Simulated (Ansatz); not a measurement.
**Si15C7: melt and quench**

Program: Ansatz 0.2.0. Level of theory: DFT PBE, scalar-relativistic, plane waves, PAW. These are calculated values, not measurements.

## (1) The starting structure

The cell holds 22 atoms (C7Si15): a = 7.051 Å, b = 7.452 Å, c = 6.943 Å, α = 85.54°, β = 91.29°, γ = 88.87°.

It is the last frame of an earlier stage of the same melt, run at 2880 K.

The coordinates stand in the first input below.

## (2) Langevin stage at 1600 K

One k point, a Fermi-Dirac width of 0.138 eV and a fixed cell.

input.yaml reads:

```yaml
crystal:
  lattice:
    - [7.049851, 0.073328, -0.080234]
    - [0.073328, 7.446735, 0.280421]
    - [-0.080234, 0.280421, 6.936385]
  atoms:
    - { symbol: Si, position: [0.6909477128, 0.1404049222, 0.5426664931] }
    - { symbol: Si, position: [0.5031942345, 0.9326867686, 0.1346613241] }
    - { symbol: Si, position: [0.2395330201, 0.3764327607, 0.7325388076] }
    - { symbol: Si, position: [0.8725363939, 0.2552713441, 0.9699747896] }
    - { symbol: Si, position: [0.6586454737, 0.7839542781, 0.4091636] }
    - { symbol: Si, position: [0.5144482868, 0.3788198215, 0.464579027] }
    - { symbol: Si, position: [0.2482004257, 0.0751564137, 0.6206884349] }
    - { symbol: Si, position: [0.5850525267, 0.9102691698, 0.8168056073] }
    - { symbol: Si, position: [0.2534158126, 0.4453182501, 0.2008875099] }
    - { symbol: Si, position: [0.9814777712, 0.6995875622, 0.4525622561] }
    - { symbol: Si, position: [0.9438496528, 0.96213736, 0.7232879129] }
    - { symbol: Si, position: [0.0497407068, 0.9686481056, 0.2852047359] }
    - { symbol: Si, position: [0.2594925072, 0.7290620365, 0.950915248] }
    - { symbol: Si, position: [0.9149589915, 0.275504971, 0.3071385565] }
    - { symbol: Si, position: [0.8725718565, 0.5551767109, 0.729439632] }
    - { symbol: C, position: [0.2816243201, 0.3071502001, 0.9969873004] }
    - { symbol: C, position: [0.3178539668, 0.0170400283, 0.3326407929] }
    - { symbol: C, position: [0.6201643885, 0.1406002139, 0.9767590099] }
    - { symbol: C, position: [0.4376449024, 0.2287969049, 0.9553341641] }
    - { symbol: C, position: [0.0322214724, 0.8669654404, 0.9988282335] }
    - { symbol: C, position: [0.9773656002, 0.7167815151, 0.8944486457] }
    - { symbol: C, position: [0.0415124641, 0.5081308689, 0.317237097] }
  symmetry: { detect: false }
basis:
  ecutwfc: 420
  xc_grid: 1
kpoints:
  mp_grid: { grid: [1, 1, 1], shift: [0.25, 0.25, 0.25] }
hamiltonian:
  xc: pbe
scf:
  occupations: { method: fermi_dirac, width: 0.1379 }
  lower_state_search: "off"
  convergence: { dr2_threshold: 1.0e-05 }
output:
  forces: true
  stress: true
md:
  timestep: 2.0
  n_steps: 250
  ensemble: nvt_langevin
  friction: 0.03
  temperature: 1600.0
  initial_velocities: maxwell_boltzmann
  seed: 29833
```

The run is started by

```sh
$ ansatz run input.yaml --threads 2 --pin off --max-ram 5120MiB --backend cpu --events-out ev --progress --plain --runs-dir out
```

Q: Estimate wall time and peak memory on 2 threads of Arm Neoverse V1, shared host.

About 5.4 min, with a peak of 0.44 GiB.
